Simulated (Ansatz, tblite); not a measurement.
# Sn19H28 ring sphere (Sn₁₉H₂₈): removing and adding an electron

Aim: the energy of removing and adding an electron for Sn19H28 ring sphere (Sn₁₉H₂₈), by energy differences, and how well orbital energies stand in for it.

The runs use Ansatz 0.2.0, Gaussian basis; as each input shows.

Plan: charge +1 doublet, at the geometry of the singlet (PBE0-D4/def2-SVP, PBE-D4/def2-SVP, BLYP-D4/def2-SVP); charge -1 doublet, at the geometry of the singlet (PBE0-D4/def2-SVP, PBE-D4/def2-SVP, BLYP-D4/def2-SVP); the starting singlet's energies come from earlier runs.

3 further runs of the same task are left out: 1 for a known fault of the program, 2 set aside as unsound or not needed.

### 1 The geometry

The singlet was relaxed beforehand with PBE-D4/def2-SVP.

47 atoms, charge 0, spin multiplicity 1.

Atoms are counted from 1 here; the program's logs count them from 0.

Bond lengths: Sn1–Sn11 2.814 Å, Sn1–Sn12 2.827 Å, Sn1–H20 1.739 Å, Sn1–H21 1.738 Å, Sn2–Sn12 2.827 Å, Sn2–Sn13 2.814 Å, Sn2–H22 1.738 Å, Sn2–H23 1.739 Å, Sn3–Sn11 2.814 Å, Sn3–Sn15 2.827 Å, Sn3–H24 1.738 Å, Sn3–H25 1.739 Å, Sn4–Sn12 2.827 Å, Sn4–Sn15 2.827 Å, Sn4–Sn16 2.827 Å, Sn4–H26 1.746 Å, Sn5–Sn15 2.827 Å, Sn5–Sn17 2.814 Å and more. Angles: Sn11–Sn1–Sn12 112.7°, Sn11–Sn1–H20 110.6°, Sn11–Sn1–H21 108.7°, Sn12–Sn1–H20 109.7°, Sn12–Sn1–H21 108.2°, H20–Sn1–H21 106.8°, Sn12–Sn2–Sn13 112.6°, Sn12–Sn2–H22 108.1°, Sn12–Sn2–H23 109.7°, Sn13–Sn2–H22 108.8°, Sn13–Sn2–H23 110.6°, H22–Sn2–H23 106.8°, Sn11–Sn3–Sn15 112.6°, Sn11–Sn3–H24 108.6°, Sn11–Sn3–H25 110.6°, Sn15–Sn3–H24 108.2°, Sn15–Sn3–H25 109.8°, H24–Sn3–H25 106.8° and more.

Sn takes a core potential in the def2 sets. No spin-orbit coupling is included.

### 2 Charge +1 doublet at the fixed geometry, PBE0-D4/def2-SVP

File in.yaml:

```yaml
crystal:
  periodic: [false, false, false]
  atoms:
    - {symbol: Sn, position_ang: [-4.189662, -0.929560, -2.334070]}
    - {symbol: Sn, position_ang: [-4.194022, 2.327150, 0.920504]}
    - {symbol: Sn, position_ang: [-0.924371, -4.195186, -2.328413]}
    - {symbol: Sn, position_ang: [-0.878315, -0.879181, 0.872609]}
    - {symbol: Sn, position_ang: [2.328437, -4.192216, 0.927351]}
    - {symbol: Sn, position_ang: [2.352942, -0.900155, -2.353309]}
    - {symbol: Sn, position_ang: [2.326690, -0.925796, 4.190480]}
    - {symbol: Sn, position_ang: [-0.898325, 2.349150, -2.354558]}
    - {symbol: Sn, position_ang: [2.348967, 2.349573, 0.897120]}
    - {symbol: Sn, position_ang: [-0.932026, 2.324043, 4.188561]}
    - {symbol: Sn, position_ang: [-2.703280, -2.711326, -3.926247]}
    - {symbol: Sn, position_ang: [-2.551893, 0.732052, -0.738110]}
    - {symbol: Sn, position_ang: [-2.709317, 3.921145, 2.702041]}
    - {symbol: Sn, position_ang: [0.783769, 0.780523, -3.986171]}
    - {symbol: Sn, position_ang: [0.735825, -2.552507, -0.735775]}
    - {symbol: Sn, position_ang: [0.730663, 0.731608, 2.548173]}
    - {symbol: Sn, position_ang: [3.923342, -2.704996, 2.705704]}
    - {symbol: Sn, position_ang: [3.983286, 0.783668, -0.784958]}
    - {symbol: Sn, position_ang: [0.783543, 3.981917, -0.787055]}
    - {symbol: H, position_ang: [-5.232899, 0.049703, -3.321931]}
    - {symbol: H, position_ang: [-5.217695, -1.851619, -1.278249]}
    - {symbol: H, position_ang: [-5.223697, 1.269999, 1.839347]}
    - {symbol: H, position_ang: [-5.235599, 3.313606, -0.061992]}
    - {symbol: H, position_ang: [-1.849433, -5.218089, -1.270317]}
    - {symbol: H, position_ang: [0.054297, -5.243391, -3.311580]}
    - {symbol: H, position_ang: [-1.885829, -1.889084, 1.879680]}
    - {symbol: H, position_ang: [1.269373, -5.216515, 1.849850]}
    - {symbol: H, position_ang: [3.312590, -5.238877, -0.052036]}
    - {symbol: H, position_ang: [3.359422, -1.910296, -3.357516]}
    - {symbol: H, position_ang: [1.271619, -1.849048, 5.218285]}
    - {symbol: H, position_ang: [3.312168, 0.055641, 5.233966]}
    - {symbol: H, position_ang: [-1.908127, 3.353785, -3.360898]}
    - {symbol: H, position_ang: [3.352896, 3.354706, 1.908759]}
    - {symbol: H, position_ang: [-1.855087, 1.265332, 5.212897]}
    - {symbol: H, position_ang: [0.045755, 3.309425, 5.235512]}
    - {symbol: H, position_ang: [-3.769731, -3.777434, -4.791546]}
    - {symbol: H, position_ang: [-1.802160, -1.812237, -5.103923]}
    - {symbol: H, position_ang: [-3.775218, 4.788735, 3.766747]}
    - {symbol: H, position_ang: [-1.807373, 5.096925, 1.801178]}
    - {symbol: H, position_ang: [-0.137123, -0.144536, -5.130282]}
    - {symbol: H, position_ang: [1.835009, 1.830923, -4.890350]}
    - {symbol: H, position_ang: [5.098360, -1.803783, 1.803133]}
    - {symbol: H, position_ang: [4.792241, -3.769153, 3.771105]}
    - {symbol: H, position_ang: [5.130654, -0.136122, 0.136951]}
    - {symbol: H, position_ang: [4.883340, 1.837137, -1.836803]}
    - {symbol: H, position_ang: [-0.140288, 5.127529, 0.132925]}
    - {symbol: H, position_ang: [1.836184, 4.883928, -1.838089]}
basis:
  gaussian: {orbitals: def2-SVP, fitting: {mean_field: def2-universal-jkfit}}
total_charge: 1
magnetization: {spin_polarized: true, initial_magnetization: 1}
hamiltonian: {xc: pbe0, dispersion: d4}
scf: {omitted_lower_state_checks: [starts]}
output: {orbitals: {seedname: orbitals}}
```

Command:

```console
> ansatz run in.yaml --threads 5 --pin off --events-out ev --progress --plain --max-ram 66560MiB --backend cuda --devices 0, --max-vram 37GiB
```

The log of the run:

```text
Functional definition: PBE0
  name "PBE0"
  cite "Adamo & Barone, J. Chem. Phys. 110, 6158 (1999) doi:10.1063/1.478522"
  cite "Perdew, Burke & Ernzerhof, Phys. Rev. Lett. 77, 3865 (1996) doi:10.1103/PhysRevLett.77.3865"
  parent pbe
  parameter a = 0.25
  parameter kappa = 0.804
  parameter beta = 0.06672455060314922
  exchange = (1 - a)*pbe_x(kappa = kappa, mu = beta*pi^2/3) + a*exact_x
  correlation = pbe_c(beta = beta)
these checks for a lower state are left out or cut short: starts
4646 factors; integrals over basis functions are off by at most 3.4e-1 eV
mean field evaluation 1: about -111256.2623 eV, gradient 1.6e1 eV
mean field evaluation 2: about -111257.1897 eV, gradient 1.0e1 eV
mean field evaluation 4: about -111257.9400 eV, gradient 2.3e0 eV
mean field evaluation 8: about -111257.9827 eV, gradient 1.4e-1 eV
mean field evaluation 16: about -111257.9828 eV, gradient 1.6e-3 eV
mean field -111257.98284144 eV, -4088.6554560536 hartree, gradient 5.9e-6 eV, S^2 0.754762; 0 other end points of the search recorded, 0 dependent functions left out
reference -111257.98294036 eV, -4088.6554596887 hartree; 223, 222 occupied and 411, 412 virtual orbitals, 4646 factors
Total energy: -111260.92621419 eV, -4088.7636230069 hartree
Checks for a lower state left out: starts
```

It took 40 s on 1 × H100 (card shared with other runs) with 5 threads of AMD EPYC 7R13, shared host; peak host memory 1.4 GiB.

HOMO -9.04 eV, LUMO -8.34 eV (over both spins); ⟨S²⟩ 0.755 (pure: 0.75).

### 3 Charge +1 doublet at the fixed geometry, PBE-D4/def2-SVP

start.molden holds the orbitals of an earlier run on this state, given as this run's starting guess.

in.yaml: that of step 2 with these lines changed.

```diff
@@ -51,6 +51,6 @@
 basis:
-  gaussian: {orbitals: def2-SVP, fitting: {mean_field: def2-universal-jkfit}}
+  gaussian: {orbitals: def2-SVP, fitting: {mean_field: def2-universal-jkfit}, initial_orbitals: start.molden}
 total_charge: 1
 magnetization: {spin_polarized: true, initial_magnetization: 1}
-hamiltonian: {xc: pbe0, dispersion: d4}
+hamiltonian: {xc: pbe, dispersion: d4}
 scf: {omitted_lower_state_checks: [starts]}
```

Same command.

The log of the run:

```text
Functional definition: PBE
  name "PBE"
  cite "Perdew, Burke & Ernzerhof, Phys. Rev. Lett. 77, 3865 (1996) doi:10.1103/PhysRevLett.77.3865"
  parent pbe
  parameter kappa = 0.804
  parameter beta = 0.06672455060314922
  exchange = pbe_x(kappa = kappa, mu = beta*pi^2/3)
  correlation = pbe_c(beta = beta)
these checks for a lower state are left out or cut short: starts
4646 factors; integrals over basis functions are off by at most 3.4e-1 eV
mean field evaluation 1: about -111251.1616 eV, gradient 8.7e0 eV
mean field evaluation 2: about -111251.7878 eV, gradient 5.0e-1 eV
mean field evaluation 4: about -111251.7842 eV, gradient 7.9e-3 eV
mean field evaluation 8: about -111251.7843 eV, gradient 1.6e-5 eV
mean field evaluation 16: about -111251.7843 eV, gradient 2.5e-6 eV
mean field -111251.78425487 eV, -4088.4276621985 hartree, gradient 2.5e-6 eV, S^2 0.751052; 0 other end points of the search recorded, 0 dependent functions left out
reference -111251.78438700 eV, -4088.4276670545 hartree; 223, 222 occupied and 411, 412 virtual orbitals, 4646 factors
Total energy: -111254.94686554 eV, -4088.5438859970 hartree
Checks for a lower state left out: starts
```

It took 30 s on 1 × H100 (card shared with other runs) with 5 threads of AMD EPYC 7R13, shared host; peak host memory 1.4 GiB.

Report: HOMO -8.30 eV, LUMO -8.29 eV (over both spins); ⟨S²⟩ 0.751 (pure: 0.75).

### 4 Charge +1 doublet at the fixed geometry, BLYP-D4/def2-SVP

in.yaml: that of step 3 with these lines changed.

```diff
@@ -54,3 +54,3 @@
 magnetization: {spin_polarized: true, initial_magnetization: 1}
-hamiltonian: {xc: pbe, dispersion: d4}
+hamiltonian: {xc: {name: BLYP}, dispersion: d4}
 scf: {omitted_lower_state_checks: [starts]}
```

Same command.

The log of the run, cut to the lines that bear on the results:

```text
Functional definition: BLYP
  name "BLYP"
  cite "Becke, Phys. Rev. A 38, 3098 (1988) doi:10.1103/PhysRevA.38.3098"
  cite "Lee, Yang & Parr, Phys. Rev. B 37, 785 (1988) doi:10.1103/PhysRevB.37.785"
[...]
4646 factors; integrals over basis functions are off by at most 3.4e-1 eV
[...]
mean field -111222.27847035 eV, -4087.3433446172 hartree, gradient 3.0e-6 eV, S^2 0.750722; 0 other end points of the search recorded, 0 dependent functions left out
reference -111222.27955723 eV, -4087.3433845595 hartree; 223, 222 occupied and 411, 412 virtual orbitals, 4646 factors
Total energy: -111228.32095321 eV, -4087.5654017666 hartree
Checks for a lower state left out: starts
```

It took 27 s on 1 × H100 (card shared with other runs) with 5 threads of AMD EPYC 7R13, shared host; peak host memory 1.4 GiB.

From the report: HOMO -8.12 eV, LUMO -8.09 eV (over both spins); ⟨S²⟩ 0.751 (pure: 0.75).

### 5 Vertical ionisation energy

Charged state less starting state, singlet to doublet; the starting state's energies are those of its earlier runs.

```csv
level,vertical ionisation energy (eV),time
PBE-D4/def2-SVP,+7.09,55 s
BLYP-D4/def2-SVP,+6.94,46 s
PBE0-D4/def2-SVP,+7.52,65 s
```

Times add the two runs; a level without a time comes out of a correlated run.

Beside −ε(HOMO) of the starting state:

```csv
level,−ε(HOMO) (eV),by difference (eV),mismatch (eV)
PBE-D4/def2-SVP,5.78,7.09,-1.31
BLYP-D4/def2-SVP,5.56,6.94,-1.37
PBE0-D4/def2-SVP,6.58,7.52,-0.93
```

### 6 Charge -1 doublet at the fixed geometry, PBE0-D4/def2-SVP

in.yaml: that of step 4 with these lines changed.

```diff
@@ -51,6 +51,6 @@
 basis:
-  gaussian: {orbitals: def2-SVP, fitting: {mean_field: def2-universal-jkfit}, initial_orbitals: start.molden}
-total_charge: 1
+  gaussian: {orbitals: def2-SVP, fitting: {mean_field: def2-universal-jkfit}}
+total_charge: -1
 magnetization: {spin_polarized: true, initial_magnetization: 1}
-hamiltonian: {xc: {name: BLYP}, dispersion: d4}
+hamiltonian: {xc: pbe0, dispersion: d4}
 scf: {omitted_lower_state_checks: [starts]}
```

Same command.

The log of the run, cut to the lines that bear on the results:

```text
Functional definition: PBE0
  name "PBE0"
  cite "Adamo & Barone, J. Chem. Phys. 110, 6158 (1999) doi:10.1063/1.478522"
  cite "Perdew, Burke & Ernzerhof, Phys. Rev. Lett. 77, 3865 (1996) doi:10.1103/PhysRevLett.77.3865"
  parent pbe
[...]
4646 factors; integrals over basis functions are off by at most 3.4e-1 eV
[...]
mean field -111266.87016708 eV, -4088.9820592467 hartree, gradient 3.6e-6 eV, S^2 0.754223; 0 other end points of the search recorded, 0 dependent functions left out
reference -111266.87026244 eV, -4088.9820627511 hartree; 224, 223 occupied and 410, 411 virtual orbitals, 4646 factors
Total energy: -111269.92322045 eV, -4089.0942568887 hartree
Checks for a lower state left out: starts
```

It took 27 s on 1 × H100 (card shared with other runs) with 5 threads of AMD EPYC 7R13, shared host; peak host memory 1.4 GiB.

From the report: HOMO -0.58 eV, LUMO 0.32 eV (over both spins); ⟨S²⟩ 0.754 (pure: 0.75).

### 7 Charge -1 doublet at the fixed geometry, PBE-D4/def2-SVP

in.yaml: that of step 6 with these lines changed.

```diff
@@ -51,6 +51,6 @@
 basis:
-  gaussian: {orbitals: def2-SVP, fitting: {mean_field: def2-universal-jkfit}}
+  gaussian: {orbitals: def2-SVP, fitting: {mean_field: def2-universal-jkfit}, initial_orbitals: start.molden}
 total_charge: -1
 magnetization: {spin_polarized: true, initial_magnetization: 1}
-hamiltonian: {xc: pbe0, dispersion: d4}
+hamiltonian: {xc: pbe, dispersion: d4}
 scf: {omitted_lower_state_checks: [starts]}
```

Same command.

The log of the run:

```text
Functional definition: PBE
  name "PBE"
  cite "Perdew, Burke & Ernzerhof, Phys. Rev. Lett. 77, 3865 (1996) doi:10.1103/PhysRevLett.77.3865"
  parent pbe
  parameter kappa = 0.804
  parameter beta = 0.06672455060314922
  exchange = pbe_x(kappa = kappa, mu = beta*pi^2/3)
  correlation = pbe_c(beta = beta)
these checks for a lower state are left out or cut short: starts
4646 factors; integrals over basis functions are off by at most 3.4e-1 eV
mean field evaluation 1: about -111259.8841 eV, gradient 8.7e0 eV
mean field evaluation 2: about -111260.5103 eV, gradient 5.1e-1 eV
mean field evaluation 4: about -111260.5157 eV, gradient 8.7e-2 eV
mean field evaluation 8: about -111260.5159 eV, gradient 2.1e-5 eV
mean field -111260.51588730 eV, -4088.7485437719 hartree, gradient 2.1e-5 eV, S^2 0.750684; 0 other end points of the search recorded, 0 dependent functions left out
reference -111260.51601463 eV, -4088.7485484512 hartree; 224, 223 occupied and 410, 411 virtual orbitals, 4646 factors
Total energy: -111263.79806571 eV, -4088.8691616036 hartree
Checks for a lower state left out: starts
```

Run time: 23 s. Hardware: 1 × H100 (card shared with other runs) with 5 threads of AMD EPYC 7R13, shared host; peak host memory 1.3 GiB.

From the report: HOMO -0.47 eV, LUMO -0.39 eV (over both spins); ⟨S²⟩ 0.751 (pure: 0.75).

### 8 Charge -1 doublet at the fixed geometry, BLYP-D4/def2-SVP

in.yaml: that of step 7 with these lines changed.

```diff
@@ -54,3 +54,3 @@
 magnetization: {spin_polarized: true, initial_magnetization: 1}
-hamiltonian: {xc: pbe, dispersion: d4}
+hamiltonian: {xc: {name: BLYP}, dispersion: d4}
 scf: {omitted_lower_state_checks: [starts]}
```

Launched as before.

The log of the run:

```text
Functional definition: BLYP
  name "BLYP"
  cite "Becke, Phys. Rev. A 38, 3098 (1988) doi:10.1103/PhysRevA.38.3098"
  cite "Lee, Yang & Parr, Phys. Rev. B 37, 785 (1988) doi:10.1103/PhysRevB.37.785"
  parameter beta = 0.0042
  parameter a = 0.04918
  parameter b = 0.132
  parameter c = 0.2533
  parameter d = 0.349
  exchange = b88_x(beta = beta)
  correlation = lyp_c(a = a, b = b, c = c, d = d)
these checks for a lower state are left out or cut short: starts
4646 factors; integrals over basis functions are off by at most 3.4e-1 eV
mean field evaluation 1: about -111229.6606 eV, gradient 1.2e1 eV
mean field evaluation 2: about -111230.7319 eV, gradient 9.0e-1 eV
mean field evaluation 4: about -111230.7510 eV, gradient 2.1e-1 eV
mean field evaluation 8: about -111230.7536 eV, gradient 2.3e-5 eV
mean field -111230.75363560 eV, -4087.6548011956 hartree, gradient 2.3e-5 eV, S^2 0.750580; 0 other end points of the search recorded, 0 dependent functions left out
reference -111230.75469180 eV, -4087.6548400101 hartree; 224, 223 occupied and 410, 411 virtual orbitals, 4646 factors
Total energy: -111237.02588067 eV, -4087.8853019504 hartree
Checks for a lower state left out: starts
```

Run time: 24 s. Hardware: 1 × H100 (card shared with other runs) with 5 threads of AMD EPYC 7R13, shared host; peak host memory 1.3 GiB.

Report: HOMO -0.43 eV, LUMO -0.35 eV (over both spins); ⟨S²⟩ 0.751 (pure: 0.75).

### 9 Vertical electron affinity

Starting state less charged state (positive: the electron is bound), singlet to doublet; the starting state's energies are those of its earlier runs.

| level | vertical electron affinity (eV) | time |
| --- | --- | --- |
| PBE-D4/def2-SVP | +1.76 | 48 s |
| BLYP-D4/def2-SVP | +1.77 | 43 s |
| PBE0-D4/def2-SVP | +1.48 | 52 s |

Times add the two runs; a level without a time comes out of a correlated run.

Beside −ε(LUMO) of the starting state:

```csv
level,−ε(LUMO) (eV),by difference (eV),mismatch (eV)
PBE-D4/def2-SVP,2.93,1.76,+1.17
BLYP-D4/def2-SVP,2.88,1.77,+1.11
PBE0-D4/def2-SVP,2.27,1.48,+0.79
```

### 10 Results

```
                                           quantity                                value
vertical ionisation energy, functionals in def2-SVP  6.94 (BLYP-D4) to 7.52 eV (PBE0-D4)
vertical electron affinity, functionals in def2-SVP  1.48 (PBE0-D4) to 1.77 eV (BLYP-D4)
```

The vertical ionisation energy spans 6.94 to 7.52 eV over the functionals. −ε(HOMO) misses the level's own difference by -0.93 eV at best (PBE0-D4) and -1.37 eV at worst (BLYP-D4). The vertical electron affinity spans 1.48 to 1.77 eV over the functionals. −ε(LUMO) misses the level's own difference by +0.79 eV at best (PBE0-D4) and +1.17 eV at worst (PBE-D4).
